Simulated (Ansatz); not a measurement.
# CH2GaO radical (SMILES O=[C][GaH2]): functionals against CCSD(T) at one geometry

How do the functionals fare away from a minimum? The structure is a structure displaced at random from a GFN2-xTB minimum.

The runs use Ansatz 0.2.0, Gaussian basis; single points in def2-TZVPP.

Correlated methods freeze the cores. Filled d shells of the heavier atoms are correlated. Orbitals are unrestricted.

**1. Where the work starts**

SMILES `O=[C][GaH2]`, 5 atoms, charge 0, spin multiplicity 2.

Atoms are counted from 1 here; the program's logs count them from 0.

Bond lengths: O1–C2 1.084 Å, C2–Ga3 2.271 Å, Ga3–H4 1.732 Å, Ga3–H5 1.775 Å. Angles: O1–C2–Ga3 109.6°, C2–Ga3–H4 147.5°, C2–Ga3–H5 104.3°, H4–Ga3–H5 106.6°.

As a file:

```xyz
5

O     0.5145   -1.4884    1.5812
C     0.9224   -0.5436    1.2403
Ga   -0.4145    0.3215   -0.3784
H    -1.7210    0.0629   -1.4859
H     0.4615    1.7545   -0.9518
```

**2. CCSD(T)/def2-TZVPP**

The input, run/in.yaml:

```yaml
crystal:
  periodic: [false, false, false]
  atoms:
    - {symbol: O, position_ang: [0.514500, -1.488400, 1.581200]}
    - {symbol: C, position_ang: [0.922400, -0.543600, 1.240300]}
    - {symbol: Ga, position_ang: [-0.414500, 0.321500, -0.378400]}
    - {symbol: H, position_ang: [-1.721000, 0.062900, -1.485900]}
    - {symbol: H, position_ang: [0.461500, 1.754500, -0.951800]}
basis:
  gaussian: {orbitals: def2-TZVPP}
magnetization: {spin_polarized: true, initial_magnetization: 1}
correlation: {method: ccsd_t}
scf: {omitted_lower_state_checks: [cluster_reference]}
output: {forces: true}
```

The command line of these runs was not kept.

**3. PBE0-D4/def2-TZVPP**

Changes to run/in.yaml since step 2:

```diff
@@ -11,4 +11,3 @@
 magnetization: {spin_polarized: true, initial_magnetization: 1}
-correlation: {method: ccsd_t}
-scf: {omitted_lower_state_checks: [cluster_reference]}
-output: {forces: true}
+hamiltonian: {xc: pbe0, dispersion: d4}
+output: {forces: true, orbitals: {seedname: orbitals}}
```

**4. wB97M-V/def2-TZVPP**

Changes to run/in.yaml since step 3:

```diff
@@ -11,3 +11,3 @@
 magnetization: {spin_polarized: true, initial_magnetization: 1}
-hamiltonian: {xc: pbe0, dispersion: d4}
-output: {forces: true, orbitals: {seedname: orbitals}}
+hamiltonian: {xc: {name: wB97M-V}}
+output: {forces: true}
```

**5. r2SCAN-D4/def2-TZVPP**

Changes to run/in.yaml since step 4:

```diff
@@ -11,3 +11,3 @@
 magnetization: {spin_polarized: true, initial_magnetization: 1}
-hamiltonian: {xc: {name: wB97M-V}}
+hamiltonian: {xc: r2scan, dispersion: d4}
 output: {forces: true}
```

**6. PBE-D4/def2-TZVPP**

Changes to run/in.yaml since step 5:

```diff
@@ -11,3 +11,3 @@
 magnetization: {spin_polarized: true, initial_magnetization: 1}
-hamiltonian: {xc: r2scan, dispersion: d4}
+hamiltonian: {xc: pbe, dispersion: d4}
 output: {forces: true}
```

**7. r2SCAN0-D4/def2-TZVPP**

Changes to run/in.yaml since step 6:

```diff
@@ -11,3 +11,3 @@
 magnetization: {spin_polarized: true, initial_magnetization: 1}
-hamiltonian: {xc: pbe, dispersion: d4}
+hamiltonian: {xc: {name: r2SCAN0}, dispersion: d4}
 output: {forces: true}
```

**8. HSE06-D4/def2-TZVPP**

Changes to run/in.yaml since step 7:

```diff
@@ -11,3 +11,3 @@
 magnetization: {spin_polarized: true, initial_magnetization: 1}
-hamiltonian: {xc: {name: r2SCAN0}, dispersion: d4}
+hamiltonian: {xc: hse06, dispersion: d4}
 output: {forces: true}
```

(Steps that only read results are left out.)

Q: Predict the outcome of this session. Wanted: energy less free atoms, CCSD(T)/def2-TZVPP; RMS force component; RMS force error; HOMO and LUMO, PBE0-D4; T1 diagnostic.

As calculated:

| quantity | value |
| --- | --- |
| energy less free atoms, CCSD(T)/def2-TZVPP | -14.733 eV |
| RMS force component | 2.969 to 3.672 eV/Å over the methods |
| RMS force error | PBE0-D4 0.312, wB97M-V 0.386, r2SCAN-D4 0.187, PBE-D4 0.324, r2SCAN0-D4 0.546, HSE06-D4 0.301 eV/Å |
| HOMO and LUMO, PBE0-D4 | -5.50 and -2.70 eV |
| T1 diagnostic | 0.018 |

**Reading.** Against CCSD(T) the functionals' energies less atoms differ by -1.098 to -0.112 eV, PBE-D4 by -1.098 eV. The reference is not at the basis limit: in triple zeta CCSD(T) underbinds, which counts against methods that bind more; the gaps are no ranking. The forces of r2SCAN-D4 come nearest to CCSD(T), those of r2SCAN0-D4 are farthest. Frozen-core CCSD(T) forces in triple zeta carry basis errors of their own, and this is one geometry, so small gaps rank nothing.
